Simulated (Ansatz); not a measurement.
# AlH₃O₂S + HF: a complex and its separated parts, part 2 of 2

Ansatz 0.2.0, Gaussian basis.

### 13 CAM-B3LYP-D4/def2-TZVPP

The inputs:

parta/in.yaml

```yaml
crystal:
  periodic: [false, false, false]
  atoms:
    - {symbol: Al, position_ang: [-0.165273, -0.119730, -0.470905]}
    - {symbol: S, position_ang: [1.808950, 0.723174, -0.132476]}
    - {symbol: O, position_ang: [-0.404220, -1.780214, -0.658916]}
    - {symbol: O, position_ang: [-1.476154, 0.939556, -0.544161]}
    - {symbol: H, position_ang: [1.313455, 1.972535, -0.085919]}
    - {symbol: H, position_ang: [0.288806, -2.436707, -0.634886]}
    - {symbol: H, position_ang: [-2.372690, 0.644649, -0.695809]}
basis:
  gaussian: {orbitals: def2-TZVPP}
hamiltonian: {xc: {name: CAM-B3LYP}, dispersion: d4}
```

partb/in.yaml

```yaml
crystal:
  periodic: [false, false, false]
  atoms:
    - {symbol: H, position_ang: [0.898568, 0.236260, 1.500133]}
    - {symbol: F, position_ang: [0.108656, -0.179524, 1.723037]}
basis:
  gaussian: {orbitals: def2-TZVPP}
hamiltonian: {xc: {name: CAM-B3LYP}, dispersion: d4}
```

The same command starts each run, in its folder.

Run with:

```
ansatz run in.yaml --threads 4 --pin off --events-out ev --progress --plain --max-ram 9574MiB
```

Output in parta, cut to the lines that bear on the results:

```text
Functional definition: CAM-B3LYP
  name "CAM-B3LYP"
  cite "Yanai, Tew & Handy, Chem. Phys. Lett. 393, 51 (2004) doi:10.1016/j.cplett.2004.06.011"
  cite "Iikura, Tsuneda, Yanai & Hirao, J. Chem. Phys. 115, 3540 (2001) doi:10.1063/1.1383587"
  cite "Becke, Phys. Rev. A 38, 3098 (1988) doi:10.1103/PhysRevA.38.3098"
  cite "Lee, Yang & Parr, Phys. Rev. B 37, 785 (1988) doi:10.1103/PhysRevB.37.785"
[...]
  # Exact exchange under (alpha + beta erf(omega r))/r, Becke's under what is left of 1/r.
[...]
1063 factors; their error is unknown
240 factors; integrals over basis functions are off by at most 1.4e-5 eV
[...]
mean field -21581.54716582 eV, -793.1072298460 hartree, gradient 1.7e-5 eV, S^2 0.000000; 0 other end points of the search recorded, 0 dependent functions left out
reference -21581.54728129 eV, -793.1072340891 hartree; 24, 24 occupied and 164, 164 virtual orbitals, 1063 factors
Total energy: -21581.66366042 eV, -793.1115109434 hartree
```

Output in partb, cut to the lines that bear on the results:

```text
[... 6 set-up lines as earlier in the session ...]
[...]
  # Exact exchange under (alpha + beta erf(omega r))/r, Becke's under what is left of 1/r.
[...]
215 factors; their error is unknown
48 factors; integrals over basis functions are off by at most 4.9e-5 eV
[...]
mean field -2733.85902904 eV, -100.4674662409 hartree, gradient 6.2e-5 eV, S^2 0.000000; 0 other end points of the search recorded, 0 dependent functions left out
reference -2733.85907317 eV, -100.4674678627 hartree; 5, 5 occupied and 40, 40 virtual orbitals, 215 factors
Total energy: -2733.86051350 eV, -100.4675207939 hartree
```

Times: 3.9 s (parta), 0.15 s (partb) on 4 threads of Arm Neoverse V1, shared host.

### 14 wB97X-V/def2-TZVPP

Each input of step 13 (parta, partb) changes in the same lines:

```diff
-hamiltonian: {xc: {name: CAM-B3LYP}, dispersion: d4}
+hamiltonian: {xc: {name: wB97X-V}}
```

Each run has its own folder and the same command.

Run with:

```
ansatz run in.yaml --threads 4 --pin off --events-out ev --progress --plain --max-ram 9574MiB
```

Log of parta, cut to the lines that bear on the results:

```text
Functional definition: wB97X-V
  name "wB97X-V"
  cite "Mardirossian & Head-Gordon, Phys. Chem. Chem. Phys. 16, 9904 (2014) doi:10.1039/C3CP54374A"
[... 2 set-up lines as earlier in the session ...]
[...]
      + integral(e_c_pw_opposite_spin*poly(b97_u_opposite, cos0, cos1)) + vv10(b, c)
1058 factors; their error is unknown
225 factors; integrals over basis functions are off by at most 1.2e-5 eV
[...]
mean field -21578.09974500 eV, -792.9805394675 hartree, gradient 3.7e-5 eV, S^2 0.000000; 0 other end points of the search recorded, 0 dependent functions left out
reference -21578.09974310 eV, -792.9805393977 hartree; 24, 24 occupied and 164, 164 virtual orbitals, 1058 factors
Total energy: -21578.09974310 eV, -792.9805393977 hartree
```

partb printed, cut to the lines that bear on the results:

```text
[... 5 set-up lines as earlier in the session ...]
[...]
      + integral(e_c_pw_opposite_spin*poly(b97_u_opposite, cos0, cos1)) + vv10(b, c)
215 factors; their error is unknown
48 factors; integrals over basis functions are off by at most 2.2e-5 eV
[...]
mean field -2733.49560728 eV, -100.4541107376 hartree, gradient 1.0e-5 eV, S^2 0.000000; 0 other end points of the search recorded, 0 dependent functions left out
reference -2733.49560668 eV, -100.4541107158 hartree; 5, 5 occupied and 40, 40 virtual orbitals, 215 factors
Total energy: -2733.49560668 eV, -100.4541107158 hartree
```

Wall times: 6.5 s (parta), 0.3 s (partb) on 4 threads of Arm Neoverse V1, shared host.

### 15 wB97M-V/def2-TZVPP

Each input of step 14 (parta, partb) changes in the same lines:

```diff
-hamiltonian: {xc: {name: wB97X-V}}
+hamiltonian: {xc: {name: wB97M-V}}
```

One command serves all of them, each in its own folder.

Run with:

```
ansatz run in.yaml --threads 4 --pin off --events-out ev --progress --plain --max-ram 9574MiB
```

Output in parta, cut to the lines that bear on the results:

```text
Functional definition: wB97M-V
  name "wB97M-V"
  cite "Mardirossian & Head-Gordon, J. Chem. Phys. 144, 214110 (2016) doi:10.1063/1.4952647"
[... 2 set-up lines as earlier in the session ...]
  # Of w^i u^j: cxij and so on, Table III.
[...]
  gx(w, u) = 1 - cx + cx01*u + cx10*w
[...]
      + integral(e_c_pw_mod_opposite_spin*gos(b97_w_opposite, b97_u_opposite)) + vv10(b, c)
1042 factors; their error is unknown
225 factors; integrals over basis functions are off by at most 1.2e-5 eV
[...]
mean field -21580.11554666 eV, -793.0546188121 hartree, gradient 1.2e-5 eV, S^2 0.000000; 0 other end points of the search recorded, 0 dependent functions left out
reference -21580.11559296 eV, -793.0546205136 hartree; 24, 24 occupied and 164, 164 virtual orbitals, 1042 factors
Total energy: -21580.11559296 eV, -793.0546205136 hartree
```

Log of partb, cut to the lines that bear on the results:

```text
[... 5 set-up lines as earlier in the session ...]
  # Of w^i u^j: cxij and so on, Table III.
[...]
  gx(w, u) = 1 - cx + cx01*u + cx10*w
[...]
      + integral(e_c_pw_mod_opposite_spin*gos(b97_w_opposite, b97_u_opposite)) + vv10(b, c)
215 factors; their error is unknown
48 factors; integrals over basis functions are off by at most 2.2e-5 eV
[...]
mean field -2733.67553292 eV, -100.4607228831 hartree, gradient 1.2e-5 eV, S^2 0.000000; 0 other end points of the search recorded, 0 dependent functions left out
reference -2733.67554759 eV, -100.4607234221 hartree; 5, 5 occupied and 40, 40 virtual orbitals, 215 factors
Total energy: -2733.67554759 eV, -100.4607234221 hartree
```

They took 8 s (parta), 0.3 s (partb) on 4 threads of Arm Neoverse V1, shared host.

### 16 B2PLYP/def2-TZVPP

Each input of step 15 (parta, partb) changes in the same lines:

```diff
-hamiltonian: {xc: {name: wB97M-V}}
+hamiltonian: {xc: {name: B2PLYP}}
```

One command serves all of them, each in its own folder.

Run with:

```
ansatz run in.yaml --threads 4 --pin off --events-out ev --progress --plain --max-ram 9574MiB
```

parta printed, cut to the lines that bear on the results:

```text
Functional definition: B2PLYP
  name "B2PLYP"
  cite "Grimme, J. Chem. Phys. 124, 034108 (2006) doi:10.1063/1.2148954"
[... 2 set-up lines as earlier in the session ...]
[...]
1134 factors; integrals over basis functions are off by at most 7.4e-4 eV
[...]
mean field -21566.68280428 eV, -792.5609746345 hartree, gradient 4.7e-6 eV, S^2 0.000000; 0 other end points of the search recorded, 0 dependent functions left out
12 core orbitals not correlated: weight in the atoms' cores, before any rotation towards them, 1.000 or more for the frozen orbitals, at most 0.000 for the correlated occupied ones
reference -21566.68295250 eV, -792.5609800818 hartree; 12, 12 occupied and 164, 164 virtual orbitals, 1134 factors
second order -24.17518155 eV of doubles, -0.00000000 eV of singles
Total energy: -21573.21025152 eV, -792.8008538964 hartree
```

Log of partb, cut to the lines that bear on the results:

```text
[... 5 set-up lines as earlier in the session ...]
[...]
287 factors; integrals over basis functions are off by at most 1.0e-3 eV
[...]
mean field -2730.72522399 eV, -100.3523010295 hartree, gradient 1.4e-6 eV, S^2 0.000000; 0 other end points of the search recorded, 0 dependent functions left out
1 core orbitals not correlated: weight in the atoms' cores, before any rotation towards them, 1.000 or more for the frozen orbitals, at most 0.000 for the correlated occupied ones
reference -2730.72528069 eV, -100.3523031133 hartree; 4, 4 occupied and 40, 40 virtual orbitals, 287 factors
second order -8.59408463 eV of doubles, -0.00000000 eV of singles
Total energy: -2733.04568354 eV, -100.4375763452 hartree
```

Wall times: 4.1 s (parta), 0.2 s (partb) on 4 threads of Arm Neoverse V1, shared host.

### 17 PBE-QIDH/def2-TZVPP

The same edit goes into each in.yaml of step 16 (parta, partb):

```diff
-hamiltonian: {xc: {name: B2PLYP}}
+hamiltonian: {xc: {name: PBE-QIDH}}
```

Each run has its own folder and the same command.

Run with:

```
ansatz run in.yaml --threads 4 --pin off --events-out ev --progress --plain --max-ram 9574MiB
```

Output in parta, cut to the lines that bear on the results:

```text
Functional definition: PBE-QIDH
  name "PBE-QIDH"
  cite "Brémond, Sancho-García, Pérez-Jiménez & Adamo, J. Chem. Phys. 141, 031101 (2014) doi:10.1063/1.4890314"
[... 1 set-up line as earlier in the session ...]
[...]
1134 factors; integrals over basis functions are off by at most 7.4e-4 eV
[...]
mean field -21558.37880594 eV, -792.2558083242 hartree, gradient 8.3e-6 eV, S^2 0.000000; 0 other end points of the search recorded, 0 dependent functions left out
12 core orbitals not correlated: weight in the atoms' cores, before any rotation towards them, 1.000 or more for the frozen orbitals, at most 0.000 for the correlated occupied ones
reference -21558.37881721 eV, -792.2558087385 hartree; 12, 12 occupied and 164, 164 virtual orbitals, 1134 factors
second order -22.42299516 eV of doubles, -0.00000000 eV of singles
Total energy: -21565.85314893 eV, -792.5304853629 hartree
```

Log of partb, cut to the lines that bear on the results:

```text
[... 4 set-up lines as earlier in the session ...]
[...]
287 factors; integrals over basis functions are off by at most 1.0e-3 eV
[...]
mean field -2728.92247308 eV, -100.2860511556 hartree, gradient 3.8e-6 eV, S^2 0.000000; 0 other end points of the search recorded, 0 dependent functions left out
1 core orbitals not correlated: weight in the atoms' cores, before any rotation towards them, 1.000 or more for the frozen orbitals, at most 0.000 for the correlated occupied ones
reference -2728.92247643 eV, -100.2860512788 hartree; 4, 4 occupied and 40, 40 virtual orbitals, 287 factors
second order -8.07157788 eV of doubles, -0.00000000 eV of singles
Total energy: -2731.61300239 eV, -100.3849262842 hartree
```

They took 3.7 s (parta), 0.2 s (partb) on 4 threads of Arm Neoverse V1, shared host.

### 18 RPA on PBE/def2-TZVPP

The same edit goes into each in.yaml of step 17 (parta, partb):

```diff
-hamiltonian: {xc: {name: PBE-QIDH}}
+hamiltonian: {xc: pbe}
+correlation: {method: rpa}
```

One command serves all of them, each in its own folder.

Run with:

```
ansatz run in.yaml --threads 4 --pin off --events-out ev --progress --plain --max-ram 9574MiB
```

Output in parta, cut to the lines that bear on the results:

```text
[... 4 set-up lines as earlier in the session ...]
[...]
1134 factors; integrals over basis functions are off by at most 7.4e-4 eV
[...]
mean field -21569.48179903 eV, -792.6638357945 hartree, gradient 1.7e-6 eV, S^2 0.000000; 2 other end points of the search recorded, 0 dependent functions left out
12 core orbitals not correlated: weight in the atoms' cores, before any rotation towards them, 1.000 or more for the frozen orbitals, at most 0.000 for the correlated occupied ones
reference -21528.03849279 eV, -791.1408223813 hartree; 12, 12 occupied and 164, 164 virtual orbitals, 1134 factors
Total energy: -21559.54569673 eV, -792.2986907700 hartree
```

Output in partb, cut to the lines that bear on the results:

```text
[... 4 set-up lines as earlier in the session ...]
[...]
287 factors; integrals over basis functions are off by at most 1.0e-3 eV
[...]
mean field -2731.84358929 eV, -100.3934001964 hartree, gradient 9.3e-7 eV, S^2 0.000000; 0 other end points of the search recorded, 0 dependent functions left out
1 core orbitals not correlated: weight in the atoms' cores, before any rotation towards them, 1.000 or more for the frozen orbitals, at most 0.000 for the correlated occupied ones
reference -2722.68120253 eV, -100.0566886932 hartree; 4, 4 occupied and 40, 40 virtual orbitals, 287 factors
Total energy: -2733.63266158 eV, -100.4591473901 hartree
```

Wall times: 4.9 s (parta), 0.2 s (partb) on 4 threads of Arm Neoverse V1, shared host.

### 19 CCSD(T)/def2-TZVPP

The same edit goes into each in.yaml of step 18 (parta, partb):

```diff
-hamiltonian: {xc: pbe}
-correlation: {method: rpa}
+correlation: {method: ccsd_t}
```

The same command starts each run, in its folder.

Run with:

```
ansatz run in.yaml --threads 4 --pin off --events-out ev --progress --plain --max-ram 9574MiB
```

Log of parta, cut to the lines that bear on the results:

```text
Functional definition: HF
  name "HF"
  cite "Fock, Z. Phys. 61, 126 (1930) doi:10.1007/BF01340294"
[... 1 set-up line as earlier in the session ...]
[...]
1134 factors; integrals over basis functions are off by at most 7.4e-4 eV
[...]
mean field -21529.34544090 eV, -791.1888518384 hartree, gradient 2.4e-6 eV, S^2 0.000000; 0 other end points of the search recorded, 0 dependent functions left out
12 core orbitals not correlated: weight in the atoms' cores, before any rotation towards them, 1.000 or more for the frozen orbitals, at most 0.000 for the correlated occupied ones
reference -21529.34544090 eV, -791.1888518384 hartree; 12, 12 occupied and 164, 164 virtual orbitals, 1134 factors
second order -20.00048338 eV of doubles, -0.00000000 eV of singles
cycle   1  -20.13162969 eV  change   -1.3e-1 eV  update   9.3e-2
[...]
cycle   9  -20.64876459 eV  change   -1.5e-5 eV  update   1.6e-5
perturbative correction -0.77388212 eV, -0.0284396433 hartree
Total energy: -21550.76808760 eV, -791.9761195842 hartree
```

Log of partb, cut to the lines that bear on the results:

```text
[... 4 set-up lines as earlier in the session ...]
[...]
287 factors; integrals over basis functions are off by at most 1.0e-3 eV
[...]
mean field -2722.91267098 eV, -100.0651950020 hartree, gradient 4.5e-6 eV, S^2 0.000000; 0 other end points of the search recorded, 0 dependent functions left out
1 core orbitals not correlated: weight in the atoms' cores, before any rotation towards them, 1.000 or more for the frozen orbitals, at most 0.000 for the correlated occupied ones
reference -2722.91267098 eV, -100.0651950020 hartree; 4, 4 occupied and 40, 40 virtual orbitals, 287 factors
second order -7.36489099 eV of doubles, -0.00000000 eV of singles
cycle   1  -7.29624016 eV  change    6.9e-2 eV  update   3.9e-2
[...]
cycle   8  -7.43092642 eV  change    7.4e-7 eV  update   3.3e-6
perturbative correction -0.17034146 eV, -0.0062599331 hartree
Total energy: -2730.51393886 eV, -100.3445364443 hartree
```

They took 34 s (parta), 0.2 s (partb) on 4 threads of Arm Neoverse V1, shared host; peak memory 1.9 GiB.

### 20 Vibrations of AlH₃O₂S

Input file vib-parta/in.yaml:

```yaml
crystal:
  periodic: [false, false, false]
  atoms:
    - {symbol: Al, position_ang: [-0.165273, -0.119730, -0.470905]}
    - {symbol: S, position_ang: [1.808950, 0.723174, -0.132476]}
    - {symbol: O, position_ang: [-0.404220, -1.780214, -0.658916]}
    - {symbol: O, position_ang: [-1.476154, 0.939556, -0.544161]}
    - {symbol: H, position_ang: [1.313455, 1.972535, -0.085919]}
    - {symbol: H, position_ang: [0.288806, -2.436707, -0.634886]}
    - {symbol: H, position_ang: [-2.372690, 0.644649, -0.695809]}
basis:
  gaussian: {orbitals: def2-TZVP}
hamiltonian: {xc: pbe0, dispersion: d4}
phonons: {temperatures: {t_min: 298.15, t_max: 900, t_step: 200}}
```

Run with:

```
ansatz run in.yaml --threads 4 --pin off --events-out ev --progress --plain --max-ram 9574MiB
```

Output, cut to the lines that bear on the results:

```text
[... 5 set-up lines as earlier in the session ...]
[...]
984 factors; their error is unknown
[...]
mean field -21570.86593467 eV, -792.7147018409 hartree, gradient 2.9e-5 eV, S^2 0.000000; 0 other end points of the search recorded, 0 dependent functions left out
[...]
Atom 4 at     1.313455     1.972535    -0.085919 Å, force    -0.002341    -0.000338     0.000341 eV/Å
Atom 5 at     0.288806    -2.436707    -0.634886 Å, force    -0.000319     0.000073     0.001275 eV/Å
Atom 6 at    -2.372690     0.644649    -0.695809 Å, force    -0.001118     0.000837     0.001736 eV/Å
Dipole moment:    -0.110075    -0.164927    -0.033697 e Å
Vibrations: 157.95 212.76 219.00 251.58 312.98 333.91 464.15 601.27 638.64 657.15 823.80 945.38 2708.97 3958.64 3972.36 cm⁻¹, zero-point energy 1.007901 eV
```

Wall time 52 s (4 threads of Arm Neoverse V1, shared host).

Wavenumbers and character of the modes:

```tsv
mode	wavenumber (cm⁻¹)	character
1	158	bend
2	213	bend
3	219	torsion
4	252	torsion
5	313	torsion
6	334	torsion
7	464	Al–S stretch
8	601	bend
9	639	bend
10	657	bend
11	824	Al–O stretch
12	945	Al–O stretch
13	2709	S–H stretch
14	3959	O–H stretch
15	3972	O–H stretch
```

Vibrational sums (real modes only):

```tsv
T (K)	entropy (J/mol/K)	heat capacity (J/mol/K)
298	54.9	66.2
498	93.8	84.0
698	123.6	92.1
898	147.5	97.4
```

### 21 Vibrations of HF

Input file vib-partb/in.yaml:

```yaml
crystal:
  periodic: [false, false, false]
  atoms:
    - {symbol: H, position_ang: [0.898568, 0.236260, 1.500133]}
    - {symbol: F, position_ang: [0.108656, -0.179524, 1.723037]}
basis:
  gaussian: {orbitals: def2-TZVP}
hamiltonian: {xc: pbe0, dispersion: d4}
phonons: {temperatures: {t_min: 298.15, t_max: 900, t_step: 200}}
```

Run with:

```
ansatz run in.yaml --threads 4 --pin off --events-out ev --progress --plain --max-ram 9574MiB
```

Output, cut to the lines that bear on the results:

```text
[... 5 set-up lines as earlier in the session ...]
[...]
200 factors; their error is unknown
[...]
mean field -2731.80169996 eV, -100.3918607917 hartree, gradient 6.8e-6 eV, S^2 0.000000; 0 other end points of the search recorded, 0 dependent functions left out
[...]
reference -2731.80151697 eV, -100.3918540669 hartree; 5, 5 occupied and 32, 32 virtual orbitals, 200 factors
Total energy: -2731.80322169 eV, -100.3919167145 hartree
Atom 0 at     0.898568     0.236260     1.500133 Å, force    -0.000724    -0.000381     0.000204 eV/Å
Atom 1 at     0.108656    -0.179524     1.723037 Å, force     0.000724     0.000381    -0.000204 eV/Å
Dipole moment:     0.344127     0.181137    -0.097109 e Å
Vibrations: 4152.66 cm⁻¹, zero-point energy 0.257432 eV
```

Run time: 0.9 s. Hardware: 4 threads of Arm Neoverse V1, shared host.

The modes, with what each moves most:

```tsv
mode	wavenumber (cm⁻¹)	character
1	4153	F–H stretch
```

Vibrational sums (real modes only):

```tsv
T (K)	entropy (J/mol/K)	heat capacity (J/mol/K)
298	0.0	0.0
498	0.0	0.0
698	0.0	0.1
898	0.1	0.5
```

### 22 Complex less separated parts

The complex's own energies come from single points at the same levels.

Rows are in def2-TZVPP; times add the 3 runs of a level on a shared host, so small differences are noise.

Differences are taken before rounding.

```tsv
method	rung	complex less parts (kJ/mol)	from CCSD(T) (kJ/mol)	time
SPW92	LDA	-94.5	-50.6	2.1 s
PBE-D4	GGA	-61.0	-17.1	3.5 s
BLYP-D4	GGA	-50.9	-7.0	3.4 s
r2SCAN-D4	meta-GGA	-62.4	-18.4	7.5 s
B97M-V	meta-GGA	-49.5	-5.6	14 s
PBE0-D4	hybrid	-55.0	-11.0	6.4 s
B3LYP-D4	hybrid	-48.9	-5.0	7.4 s
r2SCAN0-D4	hybrid	-57.2	-13.2	11 s
BHLYP-D4	hybrid	-44.6	-0.6	6.5 s
CAM-B3LYP-D4	range-separated hybrid	-54.1	-10.1	9.5 s
wB97X-V	range-separated hybrid	-51.7	-7.8	17 s
wB97M-V	range-separated hybrid	-53.6	-9.7	20 s
B2PLYP	double hybrid	-43.6	+0.4	12 s
PBE-QIDH	double hybrid	-48.9	-4.9	11 s
RPA on PBE	RPA	-40.5	+3.4	13 s
Hartree-Fock	wavefunction	-9.2	+34.8	
MP2	wavefunction	-46.3	-2.4	
CCSD	wavefunction	-37.9	+6.0	
CCSD(T)	wavefunction	-44.0	0	3 min
```

Among the levels timed on like hardware and quicker than the yardstick, those that no quicker one beats, quickest first: SPW92 (2.1 s, -50.6 kJ/mol); BLYP-D4 (3.4 s, -7.0 kJ/mol); BHLYP-D4 (6.5 s, -0.6 kJ/mol); B2PLYP (12 s, +0.4 kJ/mol).

B2PLYP reaches 0.4 kJ/mol from the reference in 12 s, where CCSD(T) took 3 min; the quickest level in the cost chart, SPW92, takes 2.1 s and misses by 50.6 kJ/mol.

The complex's zero-point energy, from a separate PBE0-D4 run, is 1.302 eV.

### 23 Outcome

The summary covers parts 1 to 2.

```
                              quantity         value
complex less parts, CCSD(T)/def2-TZVPP  -44.0 kJ/mol
                with zero-point energy  -40.4 kJ/mol
                 largest T1 diagnostic         0.012
```

In words: At CCSD(T) the complex lies 44.0 kJ/mol below its parts. B2PLYP is the best functional here (+0.4 kJ/mol from CCSD(T)); SPW92 is the worst (-50.6 kJ/mol). By rung, the mean size of the error is: LDA 50.6, GGA 12.0, meta-GGA 12.0, hybrid 7.5, range-separated hybrid 9.2, double hybrid 2.6 kJ/mol. The double hybrids carry no dispersion term here, unlike the levels marked D4 or V. PBE-D4 gives a relative energy 17.1 kJ/mol too low, outside chemical accuracy (1 kcal/mol, 4.2 kJ/mol). No counterpoise was applied, and triple zeta lacks some correlation, so the CCSD(T) reference has a basis error of its own, and close matches with it are partly luck.
